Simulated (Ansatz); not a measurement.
# BFGeH4O: the cost of one run

All numbers below are computed with Ansatz 0.2.0 (RHF/def2-SVP).

## Step 1: Starting point

Bond lengths: B1–O2 1.436 Å, O2–Ge3 1.770 Å, Ge3–F4 1.751 Å, B1–H5 1.229 Å, B1–H6 1.195 Å, Ge3–H7 1.609 Å, Ge3–H8 1.531 Å. Angles: B1–O2–Ge3 103.0°, O2–B1–H5 119.5°, O2–B1–H6 122.7°, H5–B1–H6 116.8°, O2–Ge3–F4 113.0°, O2–Ge3–H7 110.4°, O2–Ge3–H8 111.1°, F4–Ge3–H7 106.2°, F4–Ge3–H8 110.2°, H7–Ge3–H8 105.5°.

Structure file:

```xyz
8

B    -0.5532    1.3061   -0.1508
O    -1.0093    0.1230    0.5229
Ge    0.2924   -1.0358    0.2157
F     0.4524   -1.4537   -1.4774
H    -0.9243    1.5289   -1.3014
H     0.0117    2.1948    0.4146
H     1.7100   -0.4194    0.6620
H     0.1126   -2.3011    1.0587
```

## Step 2: End point A

Input file input.yaml:

```yaml
crystal:
  periodic: [false, false, false]
  atoms:
    - { symbol: B, position_ang: [-0.5532, 1.3061, -0.1508] }
    - { symbol: O, position_ang: [-1.0093, 0.123, 0.5229] }
    - { symbol: Ge, position_ang: [0.2924, -1.0358, 0.2157] }
    - { symbol: F, position_ang: [0.4524, -1.4537, -1.4774] }
    - { symbol: H, position_ang: [-0.9243, 1.5289, -1.3014] }
    - { symbol: H, position_ang: [0.0117, 2.1948, 0.4146] }
    - { symbol: H, position_ang: [1.71, -0.4194, 0.662] }
    - { symbol: H, position_ang: [0.1126, -2.3011, 1.0587] }
basis:
  gaussian: { orbitals: def2-SVP }
hamiltonian:
  xc: hf
relax:
  f_tol: 0.015
  max_steps: 40
output:
  orbitals: {}
```

The run is started by

```
ansatz run input.yaml --threads 1 --pin off --max-ram 2048MiB --backend cpu --events-out ev --progress --plain --runs-dir out
```

Q: Estimate wall time and peak memory on 1 thread of Arm Neoverse V2, shared host.

About 74 s, with a peak of 0.18 GiB.
